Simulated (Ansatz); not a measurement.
Geometry optimisation, Ansatz, DFT PBE-D3(BJ), scalar-relativistic, plane waves, PAW.

The input (input.yaml):

```yaml
crystal:
  lattice:
    - [7.67918, 0.0, 0.0]
    - [3.83959, 6.650365, 0.0]
    - [0.0, 0.0, 17.418765]
  atoms:
    - { symbol: H, position: [0.1666667, 0.1666667, 0.0574094] }
    - { symbol: H, position: [0.6666667, 0.1666667, 0.0574094] }
    - { symbol: H, position: [0.1666667, 0.6666667, 0.0574094] }
    - { symbol: H, position: [0.6666667, 0.6666667, 0.0574094] }
    - { symbol: Si, position: [0.1666667, 0.1666667, 0.1435234] }
    - { symbol: Si, position: [0.6666667, 0.1666667, 0.1435234] }
    - { symbol: Si, position: [0.1666667, 0.6666667, 0.1435234] }
    - { symbol: Si, position: [0.6666667, 0.6666667, 0.1435234] }
    - { symbol: Si, position: [-0.1666667, 0.3333333, 0.1885181] }
    - { symbol: Si, position: [0.3333333, 0.3333333, 0.1885181] }
    - { symbol: Si, position: [-0.1666667, 0.8333333, 0.1885181] }
    - { symbol: Si, position: [0.3333333, 0.8333333, 0.1885181] }
    - { symbol: Si, position: [-0.1666667, 0.3333333, 0.3235024] }
    - { symbol: Si, position: [0.3333333, 0.3333333, 0.3235024] }
    - { symbol: Si, position: [-0.1666667, 0.8333333, 0.3235024] }
    - { symbol: Si, position: [0.3333333, 0.8333333, 0.3235024] }
    - { symbol: Si, position: [0.0, 0.0, 0.3684971] }
    - { symbol: Si, position: [0.5, 0.0, 0.3684971] }
    - { symbol: Si, position: [0.0, 0.5, 0.3684971] }
    - { symbol: Si, position: [0.5, 0.5, 0.3684971] }
    - { symbol: C, position: [0.4321965, 0.2732074, 0.4264806] }
    - { symbol: O, position: [0.4321965, 0.2732074, 0.4930754] }
basis:
  ecutwfc: 420.0
kpoints:
  mp_grid: { grid: [2, 2, 1] }
hamiltonian:
  xc: pbe
  dispersion: d3bj
  pseudopotentials: { kind: paw, azcp: { folder: soft_1 } }
scf:
  occupations: { method: gaussian, width: 0.02 }
  lower_state_search: "off"
relax:
  f_tol: 0.03
  max_steps: 60
  adjacent_minimum: "off"
  constraints: [{ sites: [0, 1, 2, 3, 4, 5, 6, 7] }]
```

Run as:

```bash
$ ansatz run input.yaml --threads 1 --pin off --max-ram 3072MiB --backend cpu --events-out ev --progress --plain --runs-dir out
```

Q: Where does it end, and by what steps?

A: The forces met the threshold. Limits of this set-up: thin slab, slab without dipole correction. After 22 steps the energy has fallen by 2.596 eV; Si19 moved furthest, 0.89 Å. Parted: Si14–C21 (1.91 → 2.88 Å).

```json
{"step": "0", "energy less start (eV)": "0.0000", "largest force component (eV/Å)": "3.241", "accepted": "yes"}
{"step": "1", "energy less start (eV)": "-0.7546", "largest force component (eV/Å)": "2.910", "accepted": "yes"}
{"step": "2", "energy less start (eV)": "-1.4001", "largest force component (eV/Å)": "3.800", "accepted": "yes"}
{"step": "3", "energy less start (eV)": "-1.9547", "largest force component (eV/Å)": "3.594", "accepted": "yes"}
{"step": "4", "energy less start (eV)": "-2.2490", "largest force component (eV/Å)": "2.884", "accepted": "yes"}
{"step": "5", "energy less start (eV)": "-2.4178", "largest force component (eV/Å)": "2.261", "accepted": "yes"}
{"step": "6", "energy less start (eV)": "-2.4970", "largest force component (eV/Å)": "0.436", "accepted": "yes"}
{"step": "7", "energy less start (eV)": "-2.5072", "largest force component (eV/Å)": "0.268", "accepted": "yes"}
{"step": "8", "energy less start (eV)": "-2.5331", "largest force component (eV/Å)": "0.579", "accepted": "yes"}
{"step": "9", "energy less start (eV)": "-2.5438", "largest force component (eV/Å)": "0.518", "accepted": "yes"}
{"step": "10", "energy less start (eV)": "-2.5432", "largest force component (eV/Å)": "0.440", "accepted": "no"}
{"step": "11", "energy less start (eV)": "-2.5523", "largest force component (eV/Å)": "0.173", "accepted": "yes"}
{"step": "12", "energy less start (eV)": "-2.5559", "largest force component (eV/Å)": "0.088", "accepted": "yes"}
{"step": "13", "energy less start (eV)": "-2.5570", "largest force component (eV/Å)": "0.072", "accepted": "yes"}
{"step": "14", "energy less start (eV)": "-2.5581", "largest force component (eV/Å)": "0.149", "accepted": "yes"}
{"step": "15", "energy less start (eV)": "-2.5630", "largest force component (eV/Å)": "0.304", "accepted": "yes"}
{"step": "16", "energy less start (eV)": "-2.5654", "largest force component (eV/Å)": "0.857", "accepted": "yes"}
{"step": "17", "energy less start (eV)": "-2.5747", "largest force component (eV/Å)": "0.753", "accepted": "yes"}
{"step": "18", "energy less start (eV)": "-2.5755", "largest force component (eV/Å)": "1.198", "accepted": "yes"}
{"step": "19", "energy less start (eV)": "-2.5640", "largest force component (eV/Å)": "0.292", "accepted": "no"}
{"step": "20", "energy less start (eV)": "-2.5934", "largest force component (eV/Å)": "0.163", "accepted": "yes"}
{"step": "21", "energy less start (eV)": "-2.5851", "largest force component (eV/Å)": "0.205", "accepted": "no"}
{"step": "22", "energy less start (eV)": "-2.5957", "largest force component (eV/Å)": "0.025", "accepted": "yes"}
```

```xyz
22
Lattice="7.6792 0.0000 0.0000 3.8396 6.6504 0.0000 0.0000 0.0000 17.4188" Properties=species:S:1:pos:R:3
H 1.920 1.108 1.000
H 5.759 1.108 1.000
H 3.840 4.434 1.000
H 7.679 4.434 1.000
Si 1.920 1.108 2.500
Si 5.759 1.108 2.500
Si 3.840 4.434 2.500
Si 7.679 4.434 2.500
Si 0.040 2.237 3.344
Si 3.833 2.218 3.103
Si 1.911 5.544 3.241
Si 5.765 5.525 3.385
Si -0.427 1.815 5.780
Si 3.507 2.171 5.345
Si 1.782 5.510 5.576
Si 5.555 5.391 5.835
Si -0.208 -0.277 6.832
Si 3.708 0.058 6.281
Si 1.423 3.188 5.695
Si 5.355 3.030 6.480
C 4.464 1.181 7.870
O 4.305 1.158 9.031
```

Whether the end is a true minimum wasn't checked by a vibrational analysis.

Time of the run: 4.5 min on 1 thread of Arm Neoverse V1, with other jobs on the host, peak memory 0.92 GiB.
